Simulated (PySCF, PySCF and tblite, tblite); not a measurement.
# C4H5FO2: a scan of ring puckering, part 3 of 3

PySCF and tblite. Atoms count from 0. Earlier steps stand in the parts before.

## Step 17: Couplings, coordinate held at -7.5: B3LYP/pcJ-1+6-31G*

What the job is given:

```
{"job": {"kind": "j", "xc": "B3LYP", "basis": {"default": "6-31G*", "H": "pcJ-1", "F": "pcJ-1"}, "nuclei": ["H", "F"], "every": 2, "pop": false}, "charge": 0, "multiplicity": 1}
O      2.424386     1.029477    -0.455230
C      1.411018     0.428143    -0.654851
C      0.281234     0.327628     0.333594
C     -0.226204    -1.110132     0.564508
O     -1.423052    -0.841493    -0.176029
C     -1.121747     0.519230    -0.274892
F     -1.133990     0.951739    -1.566089
H      1.224117    -0.119054    -1.595200
H      0.495576     0.915919     1.224960
H      0.362929    -1.910725     0.112151
H     -0.446535    -1.345795     1.607722
H     -1.814841     1.169811     0.275290
```

Log:

```text
coarse grid: 10704 points
cycle   1  E = -405.4898324765  dE =  1.238e+00  |g| = 1.081e+00  |ddm| = 3.254e+00
cycle   2  E = -404.7757211848  dE =  7.141e-01  |g| = 2.189e+00  |ddm| = 2.791e+00
cycle   3  E = -405.6975722560  dE = -9.219e-01  |g| = 2.577e-01  |ddm| = 2.190e+00
cycle   4  E = -405.7085134453  dE = -1.094e-02  |g| = 1.239e-01  |ddm| = 2.804e-01
cycle   5  E = -405.7110737000  dE = -2.560e-03  |g| = 2.773e-02  |ddm| = 8.859e-02
cycle   6  E = -405.7112286402  dE = -1.549e-04  |g| = 8.452e-03  |ddm| = 2.550e-02
cycle   7  E = -405.7112409925  dE = -1.235e-05  |g| = 2.524e-03  |ddm| = 6.535e-03
cycle   8  E = -405.7112420607  dE = -1.068e-06  |g| = 7.764e-04  |ddm| = 2.059e-03
final grid: 105712 points
cycle   9  E = -405.6708895860  dE = -5.814e-05  |g| = 7.356e-03  |ddm| = 1.948e-02
cycle  10  E = -405.6708708103  dE =  1.878e-05  |g| = 1.246e-02  |ddm| = 1.440e-02
cycle  11  E = -405.6708998792  dE = -2.907e-05  |g| = 1.980e-03  |ddm| = 9.834e-03
cycle  12  E = -405.6709006184  dE = -7.392e-07  |g| = 4.553e-04  |ddm| = 1.712e-03
cycle  13  E = -405.6709006504  dE = -3.198e-08  |g| = 1.536e-04  |ddm| = 3.871e-04
cycle  14  E = -405.6709006547  dE = -4.353e-09  |g| = 2.315e-05  |ddm| = 1.272e-04
cycle  15  E = -405.6709006548  dE = -9.970e-11  |g| = 9.581e-06  |ddm| = 2.876e-05
converged SCF energy = -405.6709006548

Indirect spin-spin couplings (Hz)
  i      j    bonds     total        FC       PSO       DSO        SD
  6 F    7 H    4      1.508     1.704    -1.230     1.194    -0.160
  6 F    8 H    3      7.870     7.994     1.357    -1.451    -0.031
  6 F    9 H    4     -5.250    -4.322     0.505    -1.109    -0.324
  6 F   10 H    4     10.647    12.152     0.457    -1.989     0.027
  6 F   11 H    2     78.493    82.028     0.992    -0.846    -3.682
  7 H    8 H    3      5.357     6.304     1.712    -2.659         -
  7 H    9 H    4      0.421    -0.060    -0.923     1.403         -
  7 H   10 H    4     -0.739    -0.261     1.102    -1.580         -
  7 H   11 H    4     -0.422     0.083     1.299    -1.805         -
  8 H    9 H    3      3.695     4.330     1.405    -2.040         -
  8 H   10 H    3      7.467     7.299    -0.097     0.265         -
  8 H   11 H    3      5.220     5.030    -0.184     0.373         -
  9 H   10 H    2     -6.811    -6.330     1.784    -2.265         -
 10 H   11 H    4     -0.633    -0.389     0.460    -0.705         -
```

It took 8.3 s on 1 thread of AMD EPYC 9B45, shared host; peak memory 0.82 GiB.

This run: HOMO -7.23 eV, LUMO -1.14 eV; dipole 2.45 D.

## Step 18: Couplings, coordinate held at 22.3: B3LYP/pcJ-1+6-31G*

What the job is given:

```
{"job": {"kind": "j", "xc": "B3LYP", "basis": {"default": "6-31G*", "H": "pcJ-1", "F": "pcJ-1"}, "nuclei": ["H", "F"], "every": 2, "pop": false}, "charge": 0, "multiplicity": 1}
O      2.436661     1.152626    -0.290312
C      1.469617     0.508288    -0.575464
C      0.288958     0.313464     0.328330
C     -0.262941    -1.112927     0.526721
O     -1.600639    -0.597090     0.426867
C     -1.130736     0.517191    -0.260497
F     -1.162620     0.319245    -1.614160
H      1.373312    -0.005743    -1.549024
H      0.408176     0.850517     1.267889
H     -0.035379    -1.786906    -0.302362
H     -0.078251    -1.594951     1.485651
H     -1.682564     1.441149    -0.062757
```

Log:

```text
coarse grid: 10704 points
cycle   1  E = -405.4864627519  dE =  1.242e+00  |g| = 1.081e+00  |ddm| = 3.251e+00
cycle   2  E = -404.7696297882  dE =  7.168e-01  |g| = 2.189e+00  |ddm| = 2.617e+00
cycle   3  E = -405.6939831219  dE = -9.244e-01  |g| = 2.586e-01  |ddm| = 2.035e+00
cycle   4  E = -405.7049769114  dE = -1.099e-02  |g| = 1.216e-01  |ddm| = 2.687e-01
cycle   5  E = -405.7074055581  dE = -2.429e-03  |g| = 2.600e-02  |ddm| = 8.308e-02
cycle   6  E = -405.7075407698  dE = -1.352e-04  |g| = 8.932e-03  |ddm| = 2.527e-02
cycle   7  E = -405.7075544997  dE = -1.373e-05  |g| = 2.655e-03  |ddm| = 6.874e-03
cycle   8  E = -405.7075556630  dE = -1.163e-06  |g| = 8.068e-04  |ddm| = 2.148e-03
final grid: 105712 points
cycle   9  E = -405.6680441048  dE = -5.770e-05  |g| = 7.905e-03  |ddm| = 2.059e-02
cycle  10  E = -405.6680234803  dE =  2.062e-05  |g| = 1.328e-02  |ddm| = 1.507e-02
cycle  11  E = -405.6680558176  dE = -3.234e-05  |g| = 2.061e-03  |ddm| = 9.999e-03
cycle  12  E = -405.6680566168  dE = -7.992e-07  |g| = 4.887e-04  |ddm| = 1.760e-03
cycle  13  E = -405.6680566546  dE = -3.780e-08  |g| = 1.479e-04  |ddm| = 3.904e-04
cycle  14  E = -405.6680566586  dE = -4.006e-09  |g| = 2.665e-05  |ddm| = 1.221e-04
cycle  15  E = -405.6680566587  dE = -1.326e-10  |g| = 8.833e-06  |ddm| = 2.832e-05
converged SCF energy = -405.6680566587

Indirect spin-spin couplings (Hz)
  i      j    bonds     total        FC       PSO       DSO        SD
  6 F    7 H    4      2.112     2.144    -1.306     1.394    -0.120
  6 F    8 H    3     15.759    17.248     0.574    -1.903    -0.159
  6 F    9 H    4      0.739     0.106     0.305     0.540    -0.212
  6 F   10 H    4     -1.161    -0.682     1.680    -1.983    -0.175
  6 F   11 H    2     77.231    80.549     1.056    -0.860    -3.515
  7 H    8 H    3      5.728     6.665     1.705    -2.642         -
  7 H    9 H    4      0.424    -0.141    -1.186     1.750         -
  7 H   10 H    4     -0.485    -0.137     0.825    -1.174         -
  7 H   11 H    4     -0.397    -0.037     0.997    -1.357         -
  8 H    9 H    3      7.783     8.627     1.725    -2.568         -
  8 H   10 H    3      7.644     7.521    -0.018     0.141         -
  8 H   11 H    3      3.939     3.795    -0.048     0.193         -
  9 H   10 H    2     -5.667    -5.166     1.759    -2.260         -
  9 H   11 H    4     -0.971    -0.080     1.748    -2.639         -
 10 H   11 H    4      1.767     2.469     1.440    -2.142         -
```

Run time: 8.3 s. Hardware: 1 thread of AMD EPYC 9B45, shared host; peak memory 0.82 GiB.

In short: HOMO -7.15 eV, LUMO -1.21 eV; dipole 1.46 D.

## Step 19: Couplings, coordinate held at -22.2: B3LYP/pcJ-1+6-31G*

What the job is given:

```
{"job": {"kind": "j", "xc": "B3LYP", "basis": {"default": "6-31G*", "H": "pcJ-1", "F": "pcJ-1"}, "nuclei": ["H", "F"], "every": 2, "pop": false}, "charge": 0, "multiplicity": 1}
O      2.433546     0.969598    -0.554225
C      1.397586     0.391147    -0.695594
C      0.306174     0.346458     0.338160
C     -0.223304    -1.082070     0.570290
O     -1.211985    -0.884623    -0.448496
C     -1.102262     0.504772    -0.279428
F     -1.181021     1.181745    -1.449146
H      1.154771    -0.176639    -1.610370
H      0.555014     0.956114     1.206323
H      0.442748    -1.913933     0.340702
H     -0.684729    -1.216721     1.551927
H     -1.864731     0.926848     0.390218
```

Log:

```text
coarse grid: 10704 points
cycle   1  E = -405.4852761601  dE =  1.255e+00  |g| = 1.079e+00  |ddm| = 3.249e+00
cycle   2  E = -404.7695276388  dE =  7.157e-01  |g| = 2.189e+00  |ddm| = 2.853e+00
cycle   3  E = -405.6933210166  dE = -9.238e-01  |g| = 2.535e-01  |ddm| = 2.251e+00
cycle   4  E = -405.7037781029  dE = -1.046e-02  |g| = 1.269e-01  |ddm| = 2.826e-01
cycle   5  E = -405.7064980703  dE = -2.720e-03  |g| = 2.890e-02  |ddm| = 9.289e-02
cycle   6  E = -405.7066655733  dE = -1.675e-04  |g| = 8.366e-03  |ddm| = 2.598e-02
cycle   7  E = -405.7066777578  dE = -1.218e-05  |g| = 2.457e-03  |ddm| = 6.567e-03
cycle   8  E = -405.7066787892  dE = -1.031e-06  |g| = 7.603e-04  |ddm| = 2.039e-03
final grid: 105712 points
cycle   9  E = -405.6670382511  dE = -5.819e-05  |g| = 7.906e-03  |ddm| = 2.077e-02
cycle  10  E = -405.6670162968  dE =  2.195e-05  |g| = 1.354e-02  |ddm| = 1.560e-02
cycle  11  E = -405.6670499530  dE = -3.366e-05  |g| = 2.028e-03  |ddm| = 1.071e-02
cycle  12  E = -405.6670507262  dE = -7.732e-07  |g| = 4.755e-04  |ddm| = 1.767e-03
cycle  13  E = -405.6670507617  dE = -3.544e-08  |g| = 1.533e-04  |ddm| = 4.028e-04
cycle  14  E = -405.6670507660  dE = -4.380e-09  |g| = 2.298e-05  |ddm| = 1.279e-04
cycle  15  E = -405.6670507661  dE = -9.300e-11  |g| = 9.580e-06  |ddm| = 2.863e-05
converged SCF energy = -405.6670507661

Indirect spin-spin couplings (Hz)
  i      j    bonds     total        FC       PSO       DSO        SD
  6 F    7 H    4      0.764     0.812    -0.712     0.923    -0.260
  6 F    8 H    3      1.968     1.143     1.901    -1.217     0.141
  6 F    9 H    4     -1.345    -0.130     0.588    -1.607    -0.196
  6 F   10 H    4      2.021     4.183    -0.324    -1.874     0.036
  6 F   11 H    2     75.772    78.890     1.321    -0.899    -3.540
  7 H    8 H    3      5.600     6.556     1.706    -2.662         -
  7 H    9 H    4      0.352    -0.011    -0.661     1.024         -
  7 H   10 H    4     -0.818    -0.293     1.212    -1.737         -
  7 H   11 H    4     -0.376     0.181     1.350    -1.907         -
  8 H    9 H    3      1.161     1.704     1.229    -1.772         -
  8 H   10 H    3      5.120     5.018     0.017     0.085         -
  8 H   11 H    3      3.503     3.380    -0.088     0.211         -
  9 H   10 H    2     -5.896    -5.399     1.796    -2.293         -
  9 H   11 H    4     -1.028    -0.206     1.648    -2.470         -
```

Wall time 8.3 s (1 thread of AMD EPYC 9B45, shared host); peak memory 0.82 GiB.

This run: HOMO -7.13 eV, LUMO -1.08 eV; dipole 2.89 D.

## Step 20: Couplings, coordinate held at 7.8: B3LYP/pcJ-1+6-31G*

What the job is given:

```
{"job": {"kind": "j", "xc": "B3LYP", "basis": {"default": "6-31G*", "H": "pcJ-1", "F": "pcJ-1"}, "nuclei": ["H", "F"], "every": 2, "pop": false}, "charge": 0, "multiplicity": 1}
O      2.426337     1.091273    -0.357770
C      1.436710     0.469622    -0.610814
C      0.275024     0.317545     0.329819
C     -0.241145    -1.118626     0.553319
O     -1.560203    -0.737970     0.139192
C     -1.133643     0.524046    -0.263970
F     -1.132825     0.640123    -1.627392
H      1.304053    -0.058985    -1.571095
H      0.445373     0.883067     1.245322
H      0.190461    -1.867149    -0.116089
H     -0.229429    -1.476897     1.582543
H     -1.748779     1.349247     0.113690
```

Log:

```text
coarse grid: 10704 points
cycle   1  E = -405.4902835783  dE =  1.233e+00  |g| = 1.081e+00  |ddm| = 3.252e+00
cycle   2  E = -404.7795998100  dE =  7.107e-01  |g| = 2.184e+00  |ddm| = 2.678e+00
cycle   3  E = -405.6976765939  dE = -9.181e-01  |g| = 2.589e-01  |ddm| = 2.084e+00
cycle   4  E = -405.7087669926  dE = -1.109e-02  |g| = 1.217e-01  |ddm| = 2.743e-01
cycle   5  E = -405.7112125059  dE = -2.446e-03  |g| = 2.655e-02  |ddm| = 8.459e-02
cycle   6  E = -405.7113546954  dE = -1.422e-04  |g| = 8.607e-03  |ddm| = 2.515e-02
cycle   7  E = -405.7113674793  dE = -1.278e-05  |g| = 2.590e-03  |ddm| = 6.609e-03
cycle   8  E = -405.7113685889  dE = -1.110e-06  |g| = 7.920e-04  |ddm| = 2.091e-03
final grid: 105712 points
cycle   9  E = -405.6715782512  dE = -5.705e-05  |g| = 7.742e-03  |ddm| = 1.991e-02
cycle  10  E = -405.6715585592  dE =  1.969e-05  |g| = 1.298e-02  |ddm| = 1.496e-02
cycle  11  E = -405.6715895027  dE = -3.094e-05  |g| = 2.035e-03  |ddm| = 1.000e-02
cycle  12  E = -405.6715902822  dE = -7.795e-07  |g| = 4.731e-04  |ddm| = 1.743e-03
cycle  13  E = -405.6715903173  dE = -3.509e-08  |g| = 1.516e-04  |ddm| = 3.925e-04
cycle  14  E = -405.6715903215  dE = -4.199e-09  |g| = 2.474e-05  |ddm| = 1.247e-04
cycle  15  E = -405.6715903216  dE = -1.164e-10  |g| = 8.441e-06  |ddm| = 2.650e-05
converged SCF energy = -405.6715903216

Indirect spin-spin couplings (Hz)
  i      j    bonds     total        FC       PSO       DSO        SD
  6 F    7 H    4      1.919     2.106    -1.452     1.365    -0.100
  6 F    8 H    3     14.830    15.913     0.738    -1.698    -0.123
  6 F    9 H    4     -0.867    -0.772     0.542    -0.370    -0.268
  6 F   10 H    4      7.973     8.768     1.241    -2.024    -0.012
  6 F   11 H    2     78.256    81.944     0.810    -0.831    -3.667
  7 H    8 H    3      5.162     6.103     1.711    -2.652         -
  7 H    9 H    4      0.427    -0.129    -1.119     1.675         -
  7 H   10 H    4     -0.610    -0.194     0.968    -1.383         -
  7 H   11 H    4     -0.444    -0.007     1.179    -1.617         -
  8 H    9 H    3      6.391     7.135     1.586    -2.331         -
  8 H   10 H    3      8.359     8.189    -0.100     0.270         -
  8 H   11 H    3      5.265     5.070    -0.161     0.356         -
  9 H   10 H    2     -6.910    -6.427     1.778    -2.262         -
 10 H   11 H    4     -0.220     0.308     1.039    -1.567         -
```

Wall time 8.3 s (1 thread of AMD EPYC 9B45, shared host); peak memory 0.82 GiB.

Key values: HOMO -7.24 eV, LUMO -1.19 eV; dipole 1.97 D.

## Step 21: Couplings, coordinate held at 34.7: B3LYP/pcJ-1+6-31G*

What the job is given:

```
{"job": {"kind": "j", "xc": "B3LYP", "basis": {"default": "6-31G*", "H": "pcJ-1", "F": "pcJ-1"}, "nuclei": ["H", "F"], "every": 2, "pop": false}, "charge": 0, "multiplicity": 1}
O      2.445555     1.221080    -0.244278
C      1.507035     0.539133    -0.540835
C      0.315559     0.310938     0.335069
C     -0.281447    -1.098831     0.487977
O     -1.568272    -0.465008     0.633055
C     -1.132416     0.496483    -0.275442
F     -1.219258     0.080858    -1.567392
H      1.445365     0.021096    -1.516225
H      0.381973     0.829466     1.287231
H     -0.227596    -1.705737    -0.415783
H     -0.004773    -1.675626     1.370435
H     -1.645503     1.459632    -0.205134
```

Log:

```text
coarse grid: 10704 points
cycle   1  E = -405.4722549825  dE =  1.262e+00  |g| = 1.082e+00  |ddm| = 3.253e+00
cycle   2  E = -404.7305041733  dE =  7.418e-01  |g| = 2.212e+00  |ddm| = 2.675e+00
cycle   3  E = -405.6814015797  dE = -9.509e-01  |g| = 2.589e-01  |ddm| = 2.099e+00
cycle   4  E = -405.6921554798  dE = -1.075e-02  |g| = 1.253e-01  |ddm| = 2.674e-01
cycle   5  E = -405.6947466608  dE = -2.591e-03  |g| = 2.624e-02  |ddm| = 8.540e-02
cycle   6  E = -405.6948809372  dE = -1.343e-04  |g| = 9.599e-03  |ddm| = 2.564e-02
cycle   7  E = -405.6948965138  dE = -1.558e-05  |g| = 2.755e-03  |ddm| = 7.363e-03
cycle   8  E = -405.6948977896  dE = -1.276e-06  |g| = 8.207e-04  |ddm| = 2.269e-03
final grid: 105712 points
cycle   9  E = -405.6553159543  dE = -5.844e-05  |g| = 7.493e-03  |ddm| = 1.911e-02
cycle  10  E = -405.6552958333  dE =  2.012e-05  |g| = 1.279e-02  |ddm| = 1.467e-02
cycle  11  E = -405.6553267550  dE = -3.092e-05  |g| = 2.055e-03  |ddm| = 9.771e-03
cycle  12  E = -405.6553275570  dE = -8.020e-07  |g| = 4.598e-04  |ddm| = 1.744e-03
cycle  13  E = -405.6553275895  dE = -3.248e-08  |g| = 1.491e-04  |ddm| = 3.620e-04
cycle  14  E = -405.6553275934  dE = -3.925e-09  |g| = 2.524e-05  |ddm| = 1.195e-04
cycle  15  E = -405.6553275936  dE = -1.244e-10  |g| = 8.184e-06  |ddm| = 2.820e-05
converged SCF energy = -405.6553275936

Indirect spin-spin couplings (Hz)
  i      j    bonds     total        FC       PSO       DSO        SD
  6 F    7 H    4      2.243     2.079    -0.943     1.261    -0.154
  6 F    8 H    3      9.115    10.435     0.939    -2.004    -0.254
  6 F    9 H    4      0.384    -0.252    -0.370     1.340    -0.334
  6 F   10 H    4     -2.612    -2.248     1.842    -1.919    -0.286
  6 F   11 H    2     80.239    83.143     1.284    -0.919    -3.269
  7 H    8 H    3      6.839     7.776     1.701    -2.637         -
  7 H    9 H    4      0.400    -0.128    -1.144     1.672         -
  7 H   10 H    4     -0.395    -0.105     0.701    -0.991         -
  7 H   11 H    4     -0.343    -0.045     0.825    -1.124         -
  8 H    9 H    3      8.135     9.047     1.807    -2.719         -
  8 H   10 H    3      6.422     6.365     0.100    -0.043         -
  8 H   11 H    3      2.502     2.415     0.048     0.040         -
  9 H   10 H    2     -4.439    -3.947     1.701    -2.194         -
  9 H   11 H    4     -1.411    -0.535     1.760    -2.637         -
 10 H   11 H    4      3.962     4.754     1.664    -2.456         -
```

Run time: 8.3 s. Hardware: 1 thread of AMD EPYC 9B45, shared host; peak memory 0.82 GiB.

Key values: HOMO -7.02 eV, LUMO -1.18 eV; dipole 1.20 D.

## Step 22: The scan in numbers

What the job is given:

```
{"job": {"smiles": "O=C[C@@H]1CO[C@@H]1F", "charge": 0, "mult": 1, "motion": "ring puckering", "what": "4-membered ring", "atoms": [2, 3, 4, 5], "ring": [2, 3, 4, 5], "study": "scan", "drives": [{"terms": [["t", [2, 3, 4, 5], 1]], "values": [-40, -32, -24, -16, -8, 0, 8, 16, 24, 32, 40]}], "seed": 788, "jobs": [{"kind": "nmr", "xc": "PBE0", "basis": "pcSseg-1", "every": 1}, {"kind": "j", "xc": "B3LYP", "basis": {"default": "6-31G*", "H": "pcJ-1", "F": "pcJ-1"}, "nuclei": ["H", "F"], "every": 2}], "xc": "PBE0", "basis": "pcSseg-1", "kind": "scan"}, "charge": 0, "multiplicity": 1}
O      2.421501     1.079001    -0.379815
C      1.428404     0.458341    -0.620778
C      0.272955     0.316378     0.330403
C     -0.240216    -1.120288     0.557429
O     -1.540640    -0.766830     0.068441
C     -1.134408     0.522777    -0.265554
F     -1.134598     0.715413    -1.619088
H      1.285368    -0.075677    -1.576656
H      0.453412     0.887309     1.240739
H      0.231879    -1.883342    -0.066593
H     -0.277567    -1.449038     1.596414
H     -1.764891     1.315273     0.155494
```

Log:

```text
coordinate    xTB      DFT (kcal/mol)
   -34.70   10.286    9.302
   -28.80    5.893    5.051
   -22.20    3.057    2.469
   -15.00    1.382    1.109
    -7.50    0.452    0.431
     0.20    0.013    0.082
     7.80    0.000    0.000
    15.20    0.568    0.452
    22.30    2.034    1.895
    28.80    4.780    4.815
    34.70    9.164    9.586
```

Run time: 2.1 min. Hardware: 1 thread of AMD EPYC 9B45, shared host; peak memory 0.82 GiB. This counts the whole study up to here.

Shieldings (ppm) of atoms that vary much, hydrogens weighed ten times:

| coordinate (°) | DFT energy (kcal/mol) | F6 | O4 | O0 | H9 | C2 |
| --- | --- | --- | --- | --- | --- | --- |
| -34.7 | 9.30 | 298.8 | 223.1 | -397.4 | 27.67 | 120.4 |
| -28.8 | 5.05 | 301.1 | 230.7 | -391.5 | 27.63 | 123.0 |
| -22.2 | 2.47 | 300.9 | 237.0 | -387.7 | 27.53 | 125.9 |
| -15.0 | 1.11 | 299.7 | 240.8 | -387.7 | 27.35 | 129.0 |
| -7.5 | 0.43 | 299.0 | 242.3 | -391.4 | 27.11 | 131.6 |
| 0.2 | 0.08 | 300.5 | 242.0 | -397.1 | 26.83 | 133.2 |
| 7.8 | 0.00 | 305.9 | 240.2 | -402.1 | 26.55 | 133.3 |
| 15.2 | 0.45 | 315.0 | 236.4 | -405.6 | 26.30 | 131.8 |
| 22.3 | 1.90 | 326.2 | 230.7 | -406.5 | 26.14 | 129.0 |
| 28.8 | 4.82 | 336.3 | 223.7 | -404.5 | 26.04 | 125.3 |
| 34.7 | 9.59 | 342.4 | 216.0 | -400.3 | 25.99 | 121.2 |

Couplings (Hz) that vary most:

| coordinate (°) | F6–H9 | F6–H8 | F6–H10 | H8–H9 | F6–H11 | H8–H10 |
| --- | --- | --- | --- | --- | --- | --- |
| -34.7 | 12.4 | -0.4 | -5.0 | 0.0 | 72.9 | 2.9 |
| -22.2 | -1.3 | 2.0 | 2.0 | 1.2 | 75.8 | 5.1 |
| -7.5 | -5.2 | 7.9 | 10.6 | 3.7 | 78.5 | 7.5 |
| 7.8 | -0.9 | 14.8 | 8.0 | 6.4 | 78.3 | 8.4 |
| 22.3 | 0.7 | 15.8 | -1.2 | 7.8 | 77.2 | 7.6 |
| 34.7 | 0.4 | 9.1 | -2.6 | 8.1 | 80.2 | 6.4 |

## Step 23: Outcome

This closing draws on all 3 parts.

| quantity | value |
| --- | --- |
| energy range along the scan | DFT 9.59, xTB 10.29 kcal/mol |
| range of σ(F6) | 298.8 to 342.4 ppm |

In words: The coupling F6–H9 swings from -5.2 to 12.4 Hz along the coordinate. The DFT energy changes by 9.59 kcal/mol over the points computed, against kT of 0.59 kcal/mol at 298 K.
